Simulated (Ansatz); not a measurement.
# Ca (diamond type): a single-point run

Aim: a sound single-point run of Ca (diamond type). The structure is shown as the input types it.

This is Ca in the diamond structure; at room conditions it is fcc.

Computed with Ansatz 0.2.0 (DFT, PBEsol, all-electron LAPW, scalar-relativistic, unless a step's input says otherwise).

1 further run of the same task is left out (it didn't finish).

**1. The system as given**

The structure is cubic, space group Fd-3m (No. 227). Conventional cell: a = 8.423 Å, b = 8.423 Å, c = 8.423 Å, α = 90.00°, β = 90.00°, γ = 90.00°. Ca (site symmetry -43m) is surrounded by 4 Ca at 3.65 Å.

Structure file:

```
CELL_PARAMETERS angstrom
0.00000 4.21138 4.21138
4.21138 0.00000 4.21138
4.21138 4.21138 0.00000
ATOMIC_POSITIONS crystal
Ca 0.87500 0.87500 0.87500
Ca 0.12500 0.12500 0.12500
```

**2. The calculation**

input.yaml reads:

```yaml
crystal:
  lattice:
    - [0.0, 4.2113832702, 4.2113832702]
    - [4.2113832702, 0.0, 4.2113832702]
    - [4.2113832702, 4.2113832702, 0.0]
  atoms:
    - { symbol: Ca, position: [-0.125, -0.125, -0.125] }
    - { symbol: Ca, position: [0.125, 0.125, 0.125] }
kpoints:
  mp_grid: { grid: [1, 1, 1] }
  band_path:
    path:
      - [0.0, 0.0, 0.0]
      - [0.5, 0.0, 0.5]
      - [0.625, 0.25, 0.625]
      - [0.375, 0.375, 0.75]
      - [0.0, 0.0, 0.0]
      - [0.5, 0.5, 0.5]
      - [0.5, 0.25, 0.75]
      - [0.5, 0.0, 0.5]
    npoints: 14
scf:
  occupations: { method: fermi_dirac, width: 0.05 }
  max_iter: 60
hamiltonian:
  xc: pbesol
  pseudopotentials: { kind: all_electron, lapw: { basis_error: 0.001 } }
output:
  forces: true
  stress: true
  eigenvalues: true
  populations: true
```

Started as:

```
> ansatz run input.yaml --threads 1 --pin off --max-ram 2048MiB --backend cpu --events-out ev --progress --plain --runs-dir out
```

What happens when this is run?

This run ends as converged. Convergence says nothing about whether the input makes sense.

The suspect setting: kpoints.mp_grid.grid is [1, 1, 1]. The zone is sampled at a single point, which suits only large cells or molecules.

Run again and compare: set kpoints.mp_grid.grid to [9, 9, 9].
